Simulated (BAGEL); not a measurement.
**UHF/STO-3G (density fitting with qzvpp-jkfit) run of BCl2O (SMILES [O]B(Cl)Cl)**

Aim: the vertical electron affinity of BCl2O at UHF/STO-3G (density fitting with qzvpp-jkfit), from 2 runs. 

The results are computed with BAGEL 1.2.2.

1 further run of the same task is left out (set aside as unsound or not needed).

**1. Starting point**

BCl2O has 4 atoms, charge 0, and is taken as a doublet. As SMILES, `[O]B(Cl)Cl`. Geometry: relaxed at PBE0-D4/def2-TZVP.

Bond lengths: O1–B2 1.328 Å, B2–Cl3 1.744 Å, B2–Cl4 1.744 Å. Angles: O1–B2–Cl3 117.7°, O1–B2–Cl4 117.7°, Cl3–B2–Cl4 124.6°.

**2. A single-point energy at UHF/STO-3G (density fitting with qzvpp-jkfit)**

File calc.json:

```json
{ "bagel" : [

{
  "title" : "molecule",
  "basis" : "sto-3g",
  "df_basis" : "qzvpp-jkfit",
  "angstrom" : "true",
  "geometry" : [
    { "atom" : "O", "xyz" : [    0.159300,   -1.173100,   -0.780100 ] },
    { "atom" : "B", "xyz" : [    0.021500,   -0.075700,   -0.045700 ] },
    { "atom" : "Cl", "xyz" : [   -1.514200,    0.187800,    0.737800 ] },
    { "atom" : "Cl", "xyz" : [    1.388900,    1.000900,    0.067700 ] }
  ]
},
{ "title" : "uhf", "nopen" : 1 },
{ "title" : "print", "file" : "orbitals.molden", "orbitals" : "true" }

]}
```

Started as:

```bash
$ BAGEL_NUM_THREADS=1 BAGEL calc.json > calc.out
```

Standard output:

```text
* using 1 threads per process

  ===============================================================
  ===============================================================

  *** Geometry ***

  { "atom" : "O", "xyz" : [      0.301033,     -2.216838,     -1.474175 ] },
  { "atom" : "B", "xyz" : [      0.040629,     -0.143052,     -0.086360 ] },
  { "atom" : "Cl", "xyz" : [     -2.861423,      0.354891,      1.394240 ] },
  { "atom" : "Cl", "xyz" : [      2.624641,      1.891427,      0.127934 ] },

  Number of auxiliary basis functions:      408

  Since a DF basis is specified, we compute 2- and 3-index integrals:
    o Being stored without compression. Storage requirement is 0.003 GB

  Number of basis functions:       28
  Number of electrons      :       47

    * METHOD: MOLECULE                             0.11

  *** Open-shell HF ***

  === Nuclear Repulsion ===
   171.6145203464

      * DIIS with orbital gradients will be used.

  === UHF iteration (sto-3g) ===
      0      -1007.37634162          0.03740013           0.03
      1      -1007.47586033          0.01214928           0.03
      2      -1007.48583514          0.00404912           0.03
      3      -1007.48705174          0.00072478           0.03
      4      -1007.48730557          0.00008330           0.03
      5      -1007.48735685          0.00004158           0.03
      6      -1007.48738138          0.00002055           0.03
      7      -1007.48738538          0.00000649           0.03
      8      -1007.48738546          0.00000141           0.03
      9      -1007.48738551          0.00000062           0.03
     10      -1007.48738552          0.00000018           0.03
     11      -1007.48738552          0.00000009           0.03
     12      -1007.48738552          0.00000002           0.03
     13      -1007.48738552          0.00000000           0.03
    * SCF iteration converged.

    * S^2 (UHF) is 0.7620

    * Permanent dipole moment:
           (   -0.044010,     0.350341,     0.234502) a.u.

    * METHOD: UHF                                  0.47

    * METHOD: PRINT                                0.00

  ===============================================================
```

It took 0.7 s on 1 thread of Arm Neoverse V1, shared host.

**3. The singlet anion at the same level**

File hf.json:

```json
{ "bagel" : [

{
  "title" : "molecule",
  "basis" : "sto-3g",
  "df_basis" : "qzvpp-jkfit",
  "angstrom" : true,
  "geometry" : [
    { "atom" : "O", "xyz" : [    0.159300,   -1.173100,   -0.780100 ] },
    { "atom" : "B", "xyz" : [    0.021500,   -0.075700,   -0.045700 ] },
    { "atom" : "Cl", "xyz" : [   -1.514200,    0.187800,    0.737800 ] },
    { "atom" : "Cl", "xyz" : [    1.388900,    1.000900,    0.067700 ] }
  ]
},
{
  "title" : "hf",
  "charge" : -1
},
{
  "title" : "print",
  "file" : "orbitals.molden",
  "orbitals" : true
}

]}
```

Started as:

```bash
$ BAGEL_NUM_THREADS=1 BAGEL hf.json > hf.out
```

Standard output:

```text
* using 1 threads per process

  ===============================================================
  ===============================================================

  *** Geometry ***

  { "atom" : "O", "xyz" : [      0.301033,     -2.216838,     -1.474175 ] },
  { "atom" : "B", "xyz" : [      0.040629,     -0.143052,     -0.086360 ] },
  { "atom" : "Cl", "xyz" : [     -2.861423,      0.354891,      1.394240 ] },
  { "atom" : "Cl", "xyz" : [      2.624641,      1.891427,      0.127934 ] },

  Number of auxiliary basis functions:      408

  Since a DF basis is specified, we compute 2- and 3-index integrals:
    o Being stored without compression. Storage requirement is 0.003 GB

  Number of basis functions:       28
  Number of electrons      :       47

    * METHOD: MOLECULE                             0.11

  *** RHF ***

  === Nuclear Repulsion ===
   171.6145203464

      * DIIS with orbital gradients will be used.

  === RHF iteration (sto-3g) ===
      0      -1007.19885204          0.02706375           0.02
      1      -1007.28847143          0.02452930           0.02
      2      -1007.40147902          0.00157211           0.02
      3      -1007.40305112          0.00072238           0.02
      4      -1007.40348199          0.00022068           0.02
      5      -1007.40351956          0.00004690           0.02
      6      -1007.40352061          0.00000770           0.02
      7      -1007.40352064          0.00000239           0.02
      8      -1007.40352064          0.00000045           0.02
      9      -1007.40352064          0.00000004           0.02
     10      -1007.40352064          0.00000001           0.02
    * SCF iteration converged.

    * Permanent dipole moment:
           (    0.083129,    -0.662077,    -0.443064) a.u.

    * METHOD: HF                                   0.24

    * METHOD: PRINT                                0.00

  ===============================================================
```

Run time: 0.46 s. Hardware: 1 thread of Arm Neoverse V1, shared host.

**4. What came out**

At UHF/STO-3G (density fitting with qzvpp-jkfit):

| quantity | value |
| --- | --- |
| doublet BCl2O: total energy | -1007.48739 Eh |
| doublet BCl2O: dipole moment | 1.08 D |
| doublet BCl2O: ⟨S²⟩ | 0.762 |
| singlet anion: total energy | -1007.40352 Eh |
| singlet anion: HOMO energy | -0.80 eV |
| singlet anion: LUMO energy | 16.55 eV |
| singlet anion: HOMO–LUMO gap (to an unbound level, set by the basis) | 17.35 eV |
| vertical electron affinity (to the singlet anion) | -2.282 eV |

**Reading.** The anion lies 2.28 eV (220 kJ/mol) above the neutral: the electron isn't bound at this level, and such a value depends on the basis. Without diffuse functions anions come out too high. Hartree–Fock misses the correlation that binds many anions. In a minimal basis such a difference can be off by several eV, whatever the method.
